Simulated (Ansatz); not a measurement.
Write a Python script for Ansatz 0.2.0, Python API that makes the Heisenberg exchange couplings of MnS, space group F-43m. Level of theory: PBEsol, PAW, the default cutoff (420 eV here), 8×8×8 k-points, Fermi-Dirac smearing of 0.1 eV, collinear spin, D4 dispersion.

`mns.xyz`
```text
2
Lattice="0.0 2.8 2.8 2.8 0.0 2.8 2.8 2.8 0.0" Properties=species:S:1:pos:R:3:initial_magmoms:R:1 pbc="T T T"
Mn    0.00000000    0.00000000    0.00000000  5.20
S     1.40000000    1.40000000    1.40000000  0.00
```

`jij.py`:
```python
# -*- coding: utf-8 -*-
import ansatz as az
import numpy as np

crystal = az.Crystal.from_extxyz("mns.xyz")

calculation = (
    crystal.calculation()
    .functional("PBEsol", dispersion="d4")
    .spin("collinear")
    .kpoints(8)
    .occupations("fermi_dirac")
    .eigenstates(nscf_kmesh=(6, 6, 6))
    .exchange_couplings(magnetic=["Mn"])
)
couplings = calculation.run(threads=1).exchange_couplings().to_plain()
for atom in couplings["atoms"]:
    print(atom["site"]["symbol"], atom["role"], "moment", round(atom["moment_mub"], 3), "muB")
shells = {}
for pair in couplings["pairs"]:
    key = (pair["site"], pair["partner"], round(float(np.linalg.norm(pair["displacement_ang"])), 2))
    shells.setdefault(key, []).append(1000 * pair["coupling_ev"])
print("site partner distance (A)  count  mean J (meV)")
for (i, j, d), values in sorted(shells.items(), key=lambda item: item[0][2])[:6]:
    print(f"{i:4d} {j:7d} {d:12.2f} {len(values):6d} {np.mean(values):13.3f}")
print("mean-field order:", couplings["mean_field_order"])
```

Running `python jij.py` prints:
```text
DeckWarning: basis.ecutwfc = 420 eV, auto-derived from the records' recommended cutoffs: set by Mn (normal level)
DeckWarning: where an SCF of this run starts from atoms to list the orders of its open shells, Mn (site 0, from 0) starts with 5.00 μB on its 3d shell, in the place of the 5.20 μB that the deck gives it: its open shells can hold no more by Hund's first rule. [...]
Mn magnetic moment 4.788 muB
S relaxed moment 0.034 muB
site partner distance (A)  count  mean J (meV)
   0       0         3.96     12       -23.525
   0       0         5.60      6         2.957
   0       0         6.86     24         1.003
   0       0         7.92     12        -0.025
   0       0         8.85     24        -0.082
   0       0         9.70      8        -0.736
mean-field order: {'temperature_k': 848.3190461835169, 'q_frac': [0.16666666666666666, -0.5, -0.33333333333333337]}
```
(Warnings from the package without file and line, shortened.)

Caveats:
- Absolute energies stand on the zero of these potentials, so only differences at equal settings mean something. A total without «per atom» is that of the cell as typed.
- Other magnetic orders than the one started from may lie lower.
- Dispersion corrections can be off by several per cent in the lattices of metals, and by several GPa in the pressure at a fixed cell.
- The mesh is modest for a metal, so energies can be off by several to tens of meV an atom and pressures by half a GPa or more; differences at equal mesh fare better.
- With one magnetic atom the cell can hold only ferromagnetic order.
- Without a Hubbard U or exact exchange, semilocal functionals often make such 3d compounds metallic or too weakly gapped.
- The structure is a deposited one; some such entries were measured under pressure or heat, so a shift against it needn't be the functional's error alone.
- The couplings are those of E = -sum over i != j of J_ij e_i.e_j for unit vectors, so J > 0 favours parallel moments. Couplings oscillate with the k-mesh and hold for small turns from this magnetic state; mean-field temperatures overestimate ordering, and where the couplings favour a wavevector other than zero the state started from isn't the stable order.
- Run time: 66 s on 1 thread of Arm Neoverse N1, with other jobs on the host, peak memory 0.87 GiB.

(Lines on the test bed's own set-up are left out of the output.)
